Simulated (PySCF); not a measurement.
# CH4ClInSe (SMILES C[Se][InH][Cl]): levels of theory compared

Aim: a comparison of 4 runs (BLYP/def2-SVP, PBE/def2-SVP, SVWN5/def2-SVP, CCSD(T)/def2-SVP) of CH4ClInSe. The job is set up through a Python script.

Program for the calculation: PySCF 2.14.0.

1 further run of the same task is left out (set aside as unsound or not needed).

**1. The system as given**

CH4ClInSe: 8 atoms, total charge 0, spin state singlet. As SMILES, `C[Se][InH][Cl]`. The C1–H5 distance was set to 1.629 Å, away from the relaxed value. At this shape a bond of the SMILES string is far longer than usual.

Bond lengths: C1–Se2 1.962 Å, Se2–In3 2.475 Å, In3–Cl4 2.344 Å, C1–H6 1.089 Å, C1–H7 1.086 Å, In3–H8 1.701 Å. Angles: C1–Se2–In3 99.1°, Se2–In3–Cl4 111.2°, Se2–C1–H6 105.6°, Se2–C1–H7 110.3°, Se2–In3–H8 131.3°, Cl4–In3–H8 117.6°, H6–C1–H7 110.0°. A long bond or contact: C1–H5 1.629 Å.

**2. The energy at BLYP/def2-SVP (core potential) (run 1)**

geometry.xyz

```xyz
8

C      0.087351     1.654751    -0.232500
Se     0.885851     0.977251     1.426500
In     1.061151    -1.417449     0.825200
Cl     0.224651    -1.812849    -1.328300
H     -1.318900     0.891700    -0.541500
H     -0.093349     2.714351    -0.059900
H      0.775351     1.524851    -1.063100
H      1.659051    -2.752149     1.694700
```

job.py

```python
from pyscf import gto, dft

system = gto.M(
    atom='geometry.xyz',
    charge=0,
    ecp={'In': 'def2-svp'},
    max_memory=1860,
    basis='def2-svp',
    verbose=3,
)

mf = dft.RKS(system)
mf.xc = 'blyp'
mf.conv_tol = 1e-10
mf.grids.level = 5
mf.kernel()
if not mf.converged:
    mf = mf.newton().run(mf.mo_coeff, mf.mo_occ)

e_tot = mf.e_tot
print('Final energy', e_tot)
```

The run is started by

```
$ OMP_NUM_THREADS=1 python job.py
```

What it wrote:

```text
converged SCF energy = -3091.88553878907
Final energy -3091.885538789071
```

It took 72 s on 1 thread of Intel Xeon at 2.50GHz (Skylake/Cascade Lake), shared host; peak memory 0.61 GiB.

**3. The energy at PBE/def2-SVP (core potential) (run 2)**

calc.py

```python
from pyscf import gto, dft

mol = gto.M(
    atom='''
C      0.165069     3.127026    -0.439361
Se     1.674016     1.846737     2.695694
In     2.005285    -2.678590     1.559402
Cl     0.424529    -3.425788    -2.510123
H     -2.492360     1.685069    -1.023287
H     -0.176404     5.129380    -0.113195
H      1.465201     2.881551    -2.008968
H      3.135152    -5.200808     3.202519
''',
    max_memory=1860,
    unit='bohr',
    basis='def2-svp',
    verbose=3,
    ecp={'In': 'def2-svp'},
    spin=0,
)

ks = dft.RKS(mol)
ks.xc = 'pbe'
ks.conv_tol = 1e-10
ks.grids.level = 5
ks.kernel()
if not ks.converged:
    ks = ks.newton().run(ks.mo_coeff, ks.mo_occ)

e_tot = ks.e_tot
print('E = %.10f Eh' % e_tot)
```

The run is started by

```
$ OMP_NUM_THREADS=1 python calc.py
```

What it wrote:

```text
converged SCF energy = -3091.32456677772
E = -3091.3245667777 Eh
```

It took 74 s on 1 thread of Intel Xeon at 2.50GHz (Skylake/Cascade Lake), shared host; peak memory 0.61 GiB.

Run 3 isn't shown in full; the table further down has it.

**4. A single-point energy at CCSD(T)/def2-SVP (core potential) (run 4)**

run.py

```python
from pyscf import gto, cc

mol = gto.Mole()
mol.atom = '''
C      0.087351     1.654751    -0.232500
Se     0.885851     0.977251     1.426500
In     1.061151    -1.417449     0.825200
Cl     0.224651    -1.812849    -1.328300
H     -1.318900     0.891700    -0.541500
H     -0.093349     2.714351    -0.059900
H      0.775351     1.524851    -1.063100
H      1.659051    -2.752149     1.694700
'''
mol.charge = 0
mol.verbose = 4
mol.spin = 0
mol.ecp = {'In': 'def2-svp'}
mol.max_memory = 1860
mol.basis = 'def2-svp'
mol.build()

mf = mol.RHF()
mf.conv_tol = 1e-10
mf.kernel()
if not mf.converged:
    mf = mf.newton().run(mf.mo_coeff, mf.mo_occ)

mycc = cc.CCSD(mf, frozen=19)
mycc.kernel()
e_t = mycc.ccsd_t()
e_tot = mycc.e_tot + e_t
print('E(%s) = %.9f' % ('CCSD(T)', e_tot))
```

The run is started by

```
$ OMP_NUM_THREADS=1 python run.py
```

What it wrote:

```text
PySCF version 2.14.0

[... 68 lines left out ...]
converged SCF energy = -3088.27144421479
[... 12 lines left out ...]
Init t2, MP2 energy = -3088.87487617465  E_corr(MP2) -0.603431959861631
[... 14 lines left out ...]
CCSD converged
[... 2 lines left out ...]
E(CCSD(T)) = -3088.936289853
```

It took 3.5 min on 1 thread of Intel Xeon at 2.50GHz (Skylake/Cascade Lake), shared host; peak memory 0.89 GiB.

**5. Overview of the runs**

```
run                              level  integration grid  frozen core orbitals   energy (Eh)  dipole moment (D) of the reference  HOMO energy (eV)  LUMO energy (eV)  wall time
  1     BLYP/def2-SVP (core potential)                 5                     –  -3091.885539                                1.52             -5.57             -2.17       72 s
  2      PBE/def2-SVP (core potential)                 5                     –  -3091.324567                                1.45             -5.76             -2.28       74 s
  3    SVWN5/def2-SVP (core potential)                 5                     –  -3086.338489                                1.33             -5.85             -2.49       40 s
  4  CCSD(T)/def2-SVP (core potential)                 –                    19  -3088.936290                                1.66             -9.26              0.98    3.5 min
```

**6. What came out**

```
                                           quantity           value
                                run 4: total energy  -3088.93629 Eh
        run 4: dipole moment (Hartree–Fock density)          1.66 D
         run 4: HOMO energy (Hartree–Fock orbitals)        -9.26 eV
         run 4: LUMO energy (Hartree–Fock orbitals)         0.98 eV
       run 4: HOMO–LUMO gap (Hartree–Fock orbitals)        10.24 eV
run 4: correlation energy (19 core orbitals frozen)      -664.8 mEh
                              run 4: (T) correction      -19.53 mEh
                               run 4: T1 diagnostic           0.011
```

**Reading.** Over runs 1, 2, 3 the dipole moment (its size) runs from 1.33 D (SVWN5/def2-SVP) to 1.52 D (BLYP/def2-SVP). Over runs 1, 2, 3 the HOMO–LUMO gap runs from 3.36 eV (SVWN5/def2-SVP) to 3.48 eV (PBE/def2-SVP). Totals of different functionals can't be ranked against each other. All runs together took 6.6 min, the longest 3.5 min.
